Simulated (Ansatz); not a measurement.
# RuWO4: the cost of one run

Program: Ansatz 0.2.0. Level of theory: DFT PBE, scalar-relativistic, plane waves, PAW. These are calculated values, not measurements.

### 1 Starting point

The cell holds 18 atoms (O12Ru3W3): a = 5.597 Å, b = 5.597 Å, c = 7.304 Å, α = 71.87°, β = 71.87°, γ = 72.72°.

The sites of an ideal rutile lattice, at a guessed lattice constant, take 3 W, 3 Ru; 12 O (sublattices apart by semicolons), with a shake of 0.02 Å. Warren-Cowley parameters of the first shell (negative: unlike neighbours preferred): Ru-W -0.33. In a cell this small the draw can fall short of the order aimed at.

The coordinates stand in the first input below.

### 2 Relaxation without symmetry, coarse mesh

Cell and atoms move without symmetry, on a coarse mesh with loose thresholds.

input.yaml reads:

```yaml
crystal:
  lattice:
    - [0.0, -4.69278924, 3.05031301]
    - [-4.69278924, 0.0, 3.05031301]
    - [-4.69278924, -4.69278924, -3.05031301]
  atoms:
    - { symbol: O, position: [0.231961885, 0.2323152036, 0.4649824867] }
    - { symbol: O, position: [0.5708042311, 0.5635252929, 0.1288457974] }
    - { symbol: O, position: [0.9005271525, 0.8959868078, 0.7961622785] }
    - { symbol: O, position: [0.1058052122, 0.1006560955, 0.2036840454] }
    - { symbol: O, position: [0.431236259, 0.4353203399, 0.8723475475] }
    - { symbol: O, position: [0.7619476707, 0.7683998792, 0.5410458379] }
    - { symbol: O, position: [0.6389990471, 0.032352257, 0.1668789807] }
    - { symbol: O, position: [0.9678459255, 0.3654179322, 0.8302042664] }
    - { symbol: O, position: [0.3085073444, 0.6891622918, 0.4984347648] }
    - { symbol: O, position: [0.0244218916, 0.6371751985, 0.1637390759] }
    - { symbol: O, position: [0.363748438, 0.9707376049, 0.8332726335] }
    - { symbol: O, position: [0.6988967277, 0.3013572414, 0.4957455812] }
    - { symbol: Ru, position: [0.3317855358, 0.3363869405, 0.6639272277] }
    - { symbol: Ru, position: [0.0018679407, 0.9976084604, 0.996731198] }
    - { symbol: Ru, position: [0.3337521974, 0.3319068912, 0.1701266601] }
    - { symbol: W, position: [0.6657664415, 0.6579408207, 0.3353941645] }
    - { symbol: W, position: [0.6662696754, 0.6662797066, 0.8300598644] }
    - { symbol: W, position: [0.003661916, 0.9991085536, 0.4988088352] }
  symmetry: { detect: false }
basis:
  ecutwfc: 420
kpoints:
  mp_grid: { grid: [3, 3, 2], shift: [0.0, 0.0, 0.5] }
hamiltonian:
  xc: pbe
scf:
  occupations: { method: gaussian, width: 0.1 }
  lower_state_search: "off"
output:
  forces: true
  stress: true
  eigenvalues: true
relax:
  adjacent_minimum: "off"
  f_tol: 0.04
  max_steps: 50
  cell: { stress_tol: 0.3 }
```

Run with:

```sh
> ansatz run input.yaml --threads 4 --pin off --max-ram 9216MiB --backend cpu --events-out ev --progress --plain --runs-dir out
```

What time and memory should one allow on 4 threads of Intel Xeon Platinum 8259CL at 2.50GHz (Skylake/Cascade Lake), shared host?

About 97 s, with a peak of 0.82 GiB.
